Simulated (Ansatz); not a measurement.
## BaTiO3, space group P4mm: a scan of the Hubbard U

Computed with the Python package of Ansatz (0.2.0).

`batio3.extxyz`
```text
5
Lattice="3.9998 0.0 0.0 0.0 3.9998 0.0 0.0 0.0 4.018" Properties=species:S:1:pos:R:3 pbc="T T T"
Ba    0.00000000    0.00000000    0.00000000
Ti    1.99990000    1.99990000    1.96882000
O     1.99990000    1.99990000    0.07634200
O     1.99990000    0.00000000    2.07730600
O     0.00000000    1.99990000    2.07730600
```

`plus_u_batio3.py`
```python
"""DFT+U scan for BaTiO3."""

import ansatz as az
import numpy as np
from tabulate import tabulate


def count_gap(report):
    # lowest empty less highest filled band, counting bands; zero where they overlap
    return max(report.get("gap_by_band_count_ev") or 0.0, 0.0)

xtal = az.Crystal.from_extxyz("batio3.extxyz")

calculation = (
    xtal.calculation()
    .kpoints(6, 6, 6)
    .occupations("Fixed")
    .functional(az.Functional.PBESOL)
    .band_table()
)
rows = []
for u in [0.0, 2.0, 4.0, 6.0]:
    rep = calculation.hubbard("Ti", "d", u_eff=u).run(threads=1, pin="off").report
    shell = rep["hubbard"]["n_scf"]
    rows.append((u, count_gap(rep), sum(shell) / len(shell), rep["n_iterations"]))
print(tabulate(rows, headers=["U_eff eV", "gap by band count eV", "Ti d occupation (projector)", "iterations"], floatfmt=".4f", tablefmt="plain"))
print("eigenvalues of the first occupation matrix at the last U, by spin:")
for channel in rep["hubbard"]["n_eig"][0]:
    print("  ", " ".join(f"{n:.3f}" for n in channel))
```

Output of `python plus_u_batio3.py`:
```text
DeckWarning: basis.ecutwfc = 420 eV, auto-derived from the records' recommended cutoffs: set by Ba (normal level)
  U_eff eV    gap by band count eV    Ti d occupation (projector)    iterations
    0.0000                  1.7914                         2.3819             9
    2.0000                  2.0024                         2.2968            10
    4.0000                  2.2502                         2.2066             9
    6.0000                  2.5450                         2.1113             9
eigenvalues of the first occupation matrix at the last U, by spin:
   0.156 0.163 0.163 0.285 0.288
```
(Warnings from the package without file and line.)

From U = 0 to 6 eV the gap on the mesh goes from 1.79 eV to 2.54 eV.

What to keep in mind:
- The run is spin-unpolarised.
- Semilocal gaps usually lie well under measured ones.
- With fixed filling the reported Fermi level is the top filled level among the k-points of the SCF.
- Of the deposited cell: the entry's cell lengths or inner coordinates differ somewhat from later room-temperature determinations.
- The structure is a deposited one; some such entries were measured under pressure or heat, so a shift against it needn't be the functional's error alone.
- Gaps and levels are Kohn-Sham values on a finite set of k-points, without spin-orbit coupling.
- Shell occupations and the effect of U depend on the projectors; a run with no .spin step is spin-unpolarised, and each U may end in a state that isn't the lowest.
- Wall time of the script: 34 s on 1 thread of Arm Neoverse V2, with other jobs on the host, peak memory 0.47 GiB.
